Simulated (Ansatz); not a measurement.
# C7H18CuPS: a ladder of functionals and wavefunction methods

The task here is to estimate one member of a computed series from the others.

Program: Ansatz 0.2.0, Gaussian basis. Level of theory: functionals in def2-TZVPP, the program's frozen cores in correlated methods. These are calculated values, not measurements.

The runs, in order: LDA (SPW92), PBE-D4, revPBE-D4, BLYP-D4, r2SCAN-D4, B97M-V, PBE0-D4, B3LYP-D4, r2SCANh-D4, r2SCAN0-D4, HSE06-D4, BHLYP-D4, CAM-B3LYP-D4, LC-ωPBE, ωB97X-V, ωB97M-V, B2PLYP, PBE-QIDH; CCSD(T)/def2-SVP; CCSD(T)/def2-TZVPP; MP2/def2-QZVPP; extrapolation to the limit; RPA on PBE.

### The geometry

The geometry comes from an earlier relaxation with PBE0-D4 in a triple-zeta def2 set; it is a stationary point, not always the lowest conformer.

SMILES `CC[P+](CC)(CC)[Cu-][S]C`, 28 atoms, charge 0, spin multiplicity 1.

Atoms are counted from 1 here; the program's logs count them from 0.

Bond lengths: C1–C2 1.521 Å, C1–H11 1.093 Å, C1–H12 1.092 Å, C1–H13 1.092 Å, C2–P3 1.831 Å, C2–H14 1.094 Å, C2–H15 1.094 Å, P3–C4 1.833 Å, P3–C6 1.831 Å, P3–Cu8 2.194 Å, C4–C5 1.520 Å, C4–H16 1.094 Å, C4–H17 1.094 Å, C5–H18 1.092 Å, C5–H19 1.092 Å, C5–H20 1.092 Å, C6–C7 1.522 Å, C6–H21 1.094 Å and more. Angles: C2–C1–H11 111.0°, C2–C1–H12 110.8°, C2–C1–H13 111.6°, H11–C1–H12 108.1°, H11–C1–H13 107.7°, H12–C1–H13 107.5°, C1–C2–P3 112.4°, C1–C2–H14 110.1°, C1–C2–H15 111.4°, P3–C2–H14 106.2°, P3–C2–H15 109.4°, H14–C2–H15 106.9°, C2–P3–C4 104.9°, C2–P3–C6 103.7°, C2–P3–Cu8 113.4°, C4–P3–C6 104.4°, C4–P3–Cu8 114.4°, C6–P3–Cu8 114.8° and more.

Set-up of the first run:

in.yaml reads:

```yaml
crystal:
  periodic: [false, false, false]
  atoms:
    - {symbol: C, position_ang: [-1.035785, -0.407086, -2.336821]}
    - {symbol: C, position_ang: [-0.724503, 0.660387, -1.299033]}
    - {symbol: P, position_ang: [-0.373592, -0.050679, 0.351479]}
    - {symbol: C, position_ang: [-1.957276, -0.802636, 0.887435]}
    - {symbol: C, position_ang: [-3.192279, 0.081238, 0.827679]}
    - {symbol: C, position_ang: [-0.181149, 1.419283, 1.426129]}
    - {symbol: C, position_ang: [1.150933, 2.123123, 1.211927]}
    - {symbol: Cu, position_ang: [1.333392, -1.429379, 0.362127]}
    - {symbol: S, position_ang: [2.976805, -2.805163, 0.385785]}
    - {symbol: C, position_ang: [4.271333, -1.985288, -0.601594]}
    - {symbol: H, position_ang: [-0.233600, -1.147085, -2.390283]}
    - {symbol: H, position_ang: [-1.152699, 0.037810, -3.326937]}
    - {symbol: H, position_ang: [-1.961428, -0.938100, -2.103460]}
    - {symbol: H, position_ang: [0.171036, 1.217327, -1.588496]}
    - {symbol: H, position_ang: [-1.538420, 1.387394, -1.216829]}
    - {symbol: H, position_ang: [-1.781537, -1.161945, 1.906175]}
    - {symbol: H, position_ang: [-2.089932, -1.701593, 0.278810]}
    - {symbol: H, position_ang: [-3.402944, 0.415419, -0.190316]}
    - {symbol: H, position_ang: [-4.069341, -0.467681, 1.177642]}
    - {symbol: H, position_ang: [-3.089367, 0.967392, 1.456891]}
    - {symbol: H, position_ang: [-1.017990, 2.104917, 1.262718]}
    - {symbol: H, position_ang: [-0.255289, 1.057791, 2.456528]}
    - {symbol: H, position_ang: [1.240524, 2.518975, 0.197914]}
    - {symbol: H, position_ang: [1.259482, 2.962335, 1.901950]}
    - {symbol: H, position_ang: [1.985084, 1.437319, 1.377279]}
    - {symbol: H, position_ang: [5.139911, -2.645838, -0.624272]}
    - {symbol: H, position_ang: [4.578685, -1.036030, -0.160968]}
    - {symbol: H, position_ang: [3.949965, -1.812196, -1.629461]}
basis:
  gaussian: {orbitals: def2-TZVPP}
hamiltonian: {xc: lda}
output: {orbitals: {seedname: orbitals}}
```

Run with:

```bash
> ansatz run in.yaml --threads 11 --pin off --events-out ev --progress --plain --max-ram 174080MiB --backend cuda --devices 0, --max-vram 75GiB
```

Steps of the session up to this table: LDA; PBE-D4 (GGA); revPBE-D4 (GGA); BLYP-D4 (GGA); r2SCAN-D4 (meta-GGA); B97M-V (meta-GGA); PBE0-D4 (hybrid); B3LYP-D4 (hybrid); r2SCANh-D4 (hybrid); r2SCAN0-D4 (hybrid); HSE06-D4 (hybrid); BHLYP-D4 (hybrid); CAM-B3LYP-D4 (range-separated); LC-ωPBE (range-separated); ωB97X-V (range-separated); ωB97M-V (range-separated); B2PLYP (double hybrid); PBE-QIDH (double hybrid).

One of the session's tables, all rows but one given; the rest of the session is left out.

It belongs to the step «Frontier levels by functional». 

```
  functional  HOMO (eV)  gap (eV)
 LDA (SPW92)      -4.09      2.84
      PBE-D4      -3.92      2.93
   revPBE-D4      -3.85      2.98
     BLYP-D4      -3.76      2.89
   r2SCAN-D4      -4.09      3.31
      B97M-V      -4.14      3.20
     PBE0-D4      -4.95      4.77
    B3LYP-D4      -4.74      4.34
  r2SCANh-D4      -4.48      4.00
  r2SCAN0-D4      -5.08      5.02
    HSE06-D4      -4.55      4.00
    BHLYP-D4          ?         ?
CAM-B3LYP-D4      -6.21      6.96
     LC-ωPBE      -7.54      9.42
     ωB97X-V      -7.21      8.91
     ωB97M-V      -7.11      8.56
```

Estimate the missing values for BHLYP-D4.

Worked estimate for «HOMO (eV)». Against the share of exact exchange, BLYP-D4 (0, -3.76), B3LYP-D4 (0.2, -4.74) give a slope of -4.90 per unit share; at 0.5 the line stands at -6.21.

As computed: HOMO (eV): -5.86; gap (eV): 6.50. In «HOMO (eV)» the line misses by -0.35.
